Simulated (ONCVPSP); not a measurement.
# O: the cost of one run

Program: ONCVPSP 4.0.1.1 (patched build). Reference atom: PBE, scalar-relativistic, spherical and spin-unpolarised. All values are calculated.

## (1) The atom and the settings

The settings as typed:

- element: oxygen (O, Z = 8)
- type: optimised norm-conserving Vanderbilt (ONCV)
- frozen core: [He]
- valence charge: 6
- reference configuration: 2s2 2p4
- partial waves: 2s: rc 0.85 bohr, ncon 4, nbas 7, qcut 7.3 1/bohr, local; 2p: rc 1.50 bohr, ncon 3, nbas 8, qcut 11.7 1/bohr, 2 projectors, debl 2.8 Ha; d scattering state at 0.11 Ha: rc 1.65 bohr, ncon 4, nbas 8, qcut 6.8 1/bohr, 2 projectors, debl 1.2 Ha
- local potential: the s channel
- core correction: Teter function, fcfact 5, rcfact 1.2

An earlier all-electron run gives the scale for the radii.

All-electron outer shells of the reference configuration (PBE, scalar-relativistic, ld1.x):

```tsv
shell	level (eV)	outermost node (bohr)	outermost maximum (bohr)
1s	-514.70	–	0.13
2s	-23.96	0.28	0.87
2p	-9.03	–	0.82
```

## (2) The generation run

The input, O.dat:

```
# ATOM AND REFERENCE CONFIGURATION
# atsym  z   nc   nv     iexc    psfile
  O 8.00    1    2        4      upf
#
#   n    l    f
    1    0    2.00
    2    0    2.00
    2    1    4.00
#
# PSEUDOPOTENTIAL AND OPTIMIZATION
# lmax
    2
#
#   l,   rc,      ep,       ncon, nbas, qcut
    0    0.85    0.00    4    7    7.30
    1    1.50    0.00    3    8   11.70
    2    1.65    0.11    4    8    6.80
#
# LOCAL POTENTIAL
# lloc, lpopt,  rc(5),   dvloc0
    0    5    0.85    0.00
#
# VANDERBILT-KLEINMAN-BYLANDER PROJECTORs
# l, nproj, debl
    0    0    0.50
    1    2    2.80
    2    2    1.20
#
# MODEL CORE CHARGE
# icmod, fcfact, rcfact
    3    5.00    1.20
#
# LOG DERIVATIVE ANALYSIS
# epsh1, epsh2, depsh
   -2.00    5.00    0.02
#
# OUTPUT GRID
# rlmax, drl
    6.00    0.01
#
# TEST CONFIGURATIONS
# ncnf
    4
# nvcnf
#   n    l    f
    2
    2    0    2.00
    2    1    3.00
#
    2
    2    0    2.00
    2    1    2.00
#
    2
    2    0    2.00
    2    1    1.00
#
    2
    2    0    1.00
    2    1    5.00
#
```

The run is started by

```bash
$ oncvpsp.x < O.dat > O.out
```

**Question.** How long does this run take on 1 thread of Intel Xeon Platinum 8559C, shared host?

About 2.2 s.
